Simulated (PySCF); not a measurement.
# C3H10Si3: electronic excitations

Wanted: the electronic excitations of C3H10Si3 (`C#C[Si@@H](C)[SiH2][SiH3]`), by calculation.

Programs: PySCF 2.14.0, with density-fitted response routines of our own. Each step states its level of theory. These are calculated values for one molecule in the gas phase, unless marked as measured. Atoms count from 0, in the outputs and in this text.

**1. Starting geometry**

16 atoms, charge 0, multiplicity 1; geometry from: GFN2-xTB.

Bonds of the start (Å): C0–C1 1.20, C1–Si2 1.86, Si2–C3 1.91, Si2–Si4 2.33, Si4–Si5 2.31, C0–H6 1.05, Si2–H7 1.48, C3–H8 1.09, C3–H9 1.09, C3–H10 1.09, Si4–H11 1.47, Si4–H12 1.48, Si5–H13 1.47, Si5–H14 1.46, Si5–H15 1.47.

**2. Ultraviolet spectrum: B3LYP/def2-SVPD**

What the job is given:

```
{"job": {"kind": "uv", "xc": "B3LYP", "basis": "def2-SVPD", "nstates": 8, "ntriplets": 3}, "charge": 0, "multiplicity": 1}
C     -1.092750    -1.437362     2.471781
C     -0.904534    -1.187244     1.310697
Si    -0.603666    -0.754347    -0.467916
C     -2.319430    -0.532596    -1.265999
Si     0.710575     1.164132    -0.581538
Si     2.788688     1.028363     0.416797
H     -1.262376    -1.662184     3.486056
H      0.022631    -1.957134    -1.052002
H     -2.227298    -0.309479    -2.325400
H     -2.858631     0.289339    -0.803060
H     -2.932269    -1.424394    -1.167493
H     -0.043005     2.295129    -0.009945
H      0.853081     1.548087    -1.999447
H      3.585430     2.252404     0.299146
H      2.677103     0.738765     1.847815
H      3.598852    -0.042535    -0.170903
```

Level: TDDFT B3LYP/def2-SVPD, vertical, gas phase, core orbitals frozen in the response.

On the command line:

```console
$ OMP_NUM_THREADS=1 python probes_run.py task.json out
```

The driver reads the jobs from task.json and runs them one after another.

Predict these results of the whole session: lowest singlet (B3LYP/def2-SVPD); brightest single state of those computed; lowest triplet.

As calculated:

| quantity | value |
| --- | --- |
| lowest singlet (B3LYP/def2-SVPD) | 5.91 eV (210 nm), f = 0.014 |
| brightest single state of those computed | state 5, 6.66 eV, f = 0.101 |
| lowest triplet | 5.03 eV |

What this shows: The lowest singlet, at 5.91 eV, is HOMO→LUMO 0.66 and is weak; of the 8 states computed, the strongest absorption comes from state 5 at 6.66 eV (the last state computed is bright too, and its partners may lie past the list). The lowest triplet lies 0.89 eV below the lowest singlet (triplets in Tamm-Dancoff, singlets in full TDDFT).
